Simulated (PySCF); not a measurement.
# Br3Sn ([SnBr3]-): the cost of one run

Programs: PySCF 2.14.0, with routines of our own; each step states its level. All values are computed. Atoms count from 0.

## Step 1: The starting structure

4 atoms, charge -1, multiplicity 1; geometry from: GFN2-xTB.

## Step 2: Geometry optimisation at PBE0-D3(BJ)/def2-SVP

Job settings and geometry (Å):

```
{"job": {"xc": "PBE0", "basis": "def2-SVP", "d3": "d3bj", "grid": 1, "maxiter": 30, "shake": 0.03, "kind": "geom"}, "charge": -1, "multiplicity": 1}
Sn     0.057330    -0.071240     0.908130
Br     2.348940    -0.045870    -0.295000
Br    -1.215230     2.054270    -0.341480
Br    -1.107750    -2.027600    -0.302120
```

The run is started by

```bash
> OMP_NUM_THREADS=1 python heavy_run.py task.json out
```

One launch serves the whole session: the jobs run in the order shown.

**Question.** How long does this first job take on 1 thread of Arm Neoverse V2, shared host, and how much memory does it need?

About 1.8 min, with a peak of 0.54 GiB.
